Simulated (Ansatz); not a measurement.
# C6H15ClHfO3: up Jacob's ladder to CCSD(T)

One table from this session's results is given with a row withheld; the runs are named, their logs left out.

Method: functionals in def2-TZVPP, the program's frozen cores in correlated methods; program: Ansatz 0.2.0, Gaussian basis.

Plan: LDA (SPW92), PBE-D4, revPBE-D4, BLYP-D4, r2SCAN-D4, B97M-V, PBE0-D4, B3LYP-D4, r2SCANh-D4, r2SCAN0-D4, HSE06-D4, BHLYP-D4, CAM-B3LYP-D4, LC-ωPBE, ωB97X-V, ωB97M-V, B2PLYP, PBE-QIDH; CCSD(T)/def2-SVP; CCSD(T)/def2-TZVPP; MP2/def2-QZVPP; extrapolation to the limit; RPA on PBE.

## The relaxed structure

An earlier PBE0-D4 in a triple-zeta def2 set relaxation fixed the geometry. Hf takes the def2 core potential; no spin-orbit term is included.

SMILES `CC[O][Hf]([Cl])([O]CC)[O]CC`, 26 atoms, charge 0, spin multiplicity 1.

Atoms are counted from 1 here; the program's logs count them from 0.

Bond lengths: C1–C2 1.513 Å, C1–H12 1.093 Å, C1–H13 1.092 Å, C1–H14 1.092 Å, C2–O3 1.393 Å, C2–H15 1.097 Å, C2–H16 1.097 Å, O3–Hf4 1.909 Å, Hf4–Cl5 2.388 Å, Hf4–O6 1.912 Å, Hf4–O9 1.911 Å, O6–C7 1.393 Å, C7–C8 1.513 Å, C7–H17 1.097 Å, C7–H18 1.097 Å, C8–H19 1.092 Å, C8–H20 1.093 Å, C8–H21 1.093 Å and more. Angles: C2–C1–H12 110.4°, C2–C1–H13 110.7°, C2–C1–H14 110.6°, H12–C1–H13 108.3°, H12–C1–H14 108.3°, H13–C1–H14 108.3°, C1–C2–O3 111.6°, C1–C2–H15 110.2°, C1–C2–H16 110.1°, O3–C2–H15 109.0°, O3–C2–H16 108.7°, H15–C2–H16 107.1°, C2–O3–Hf4 172.7°, O3–Hf4–Cl5 109.2°, O3–Hf4–O6 109.2°, O3–Hf4–O9 109.5°, Cl5–Hf4–O6 109.7°, Cl5–Hf4–O9 109.6° and more.

Set-up of the first run:

in.yaml reads:

```yaml
crystal:
  periodic: [false, false, false]
  atoms:
    - {symbol: C, position_ang: [0.783067, 2.343783, 1.878890]}
    - {symbol: C, position_ang: [0.683221, 2.548068, 0.383560]}
    - {symbol: O, position_ang: [-0.168538, 1.616536, -0.206093]}
    - {symbol: Hf, position_ang: [-1.258246, 0.184636, -0.845135]}
    - {symbol: Cl, position_ang: [-3.269092, 1.079424, -1.771078]}
    - {symbol: O, position_ang: [-0.301844, -0.780514, -2.190483]}
    - {symbol: C, position_ang: [0.595804, -1.380421, -3.070717]}
    - {symbol: C, position_ang: [1.930950, -0.668859, -3.075946]}
    - {symbol: O, position_ang: [-1.685773, -0.986357, 0.603629]}
    - {symbol: C, position_ang: [-1.828247, -1.820350, 1.710249]}
    - {symbol: C, position_ang: [-0.973871, -1.357657, 2.869844]}
    - {symbol: H, position_ang: [1.451452, 3.086485, 2.321718]}
    - {symbol: H, position_ang: [1.173574, 1.349657, 2.108184]}
    - {symbol: H, position_ang: [-0.199017, 2.442945, 2.346659]}
    - {symbol: H, position_ang: [1.676082, 2.466088, -0.076428]}
    - {symbol: H, position_ang: [0.308061, 3.555071, 0.164675]}
    - {symbol: H, position_ang: [0.160074, -1.371941, -4.077178]}
    - {symbol: H, position_ang: [0.728761, -2.431530, -2.785473]}
    - {symbol: H, position_ang: [1.809331, 0.374461, -3.375800]}
    - {symbol: H, position_ang: [2.618387, -1.150349, -3.776033]}
    - {symbol: H, position_ang: [2.383258, -0.690130, -2.081481]}
    - {symbol: H, position_ang: [-1.555752, -2.844349, 1.425299]}
    - {symbol: H, position_ang: [-2.884897, -1.837255, 2.003977]}
    - {symbol: H, position_ang: [-1.248212, -0.343872, 3.170074]}
    - {symbol: H, position_ang: [0.083800, -1.360276, 2.595225]}
    - {symbol: H, position_ang: [-1.106434, -2.019290, 3.729564]}
basis:
  gaussian: {orbitals: def2-TZVPP}
hamiltonian: {xc: lda}
output: {orbitals: {seedname: orbitals}}
```

Run with:

```console
ansatz run in.yaml --threads 11 --pin off --events-out ev --progress --plain --max-ram 174080MiB --backend cuda --devices 0, --max-vram 75GiB
```

Steps of the session up to this table: LDA; PBE-D4 (GGA); revPBE-D4 (GGA); BLYP-D4 (GGA); r2SCAN-D4 (meta-GGA); B97M-V (meta-GGA); B3LYP-D4 (hybrid); r2SCANh-D4 (hybrid); r2SCAN0-D4 (hybrid); HSE06-D4 (hybrid); BHLYP-D4 (hybrid); CAM-B3LYP-D4 (range-separated); LC-ωPBE (range-separated); ωB97X-V (range-separated); ωB97M-V (range-separated); B2PLYP (double hybrid); PBE-QIDH (double hybrid).

One of the session's tables, all rows but one given; the rest of the session is left out.

It belongs to the step «Orbital energies across the functionals». 

| functional | HOMO (eV) | gap (eV) |
| --- | --- | --- |
| LDA (SPW92) | -6.55 | 5.74 |
| PBE-D4 | -6.40 | 5.84 |
| revPBE-D4 | ? | ? |
| BLYP-D4 | -6.30 | 5.81 |
| r2SCAN-D4 | -6.72 | 6.62 |
| B97M-V | -6.85 | 6.30 |
| PBE0-D4 | -7.90 | 8.06 |
| B3LYP-D4 | -7.67 | 7.56 |
| r2SCANh-D4 | -7.28 | 7.41 |
| r2SCAN0-D4 | -8.13 | 8.58 |
| HSE06-D4 | -7.50 | 7.30 |
| BHLYP-D4 | -9.35 | 10.08 |
| CAM-B3LYP-D4 | -9.32 | 10.20 |
| LC-ωPBE | -10.64 | 12.71 |
| ωB97X-V | -10.33 | 12.12 |
| ωB97M-V | -10.25 | 11.61 |

Estimate the missing values for revPBE-D4.

The run gave: HOMO (eV): -6.33; gap (eV): 5.92. In the column «HOMO (eV)» it lies between PBE-D4 (-6.40) and BLYP-D4 (-6.30).
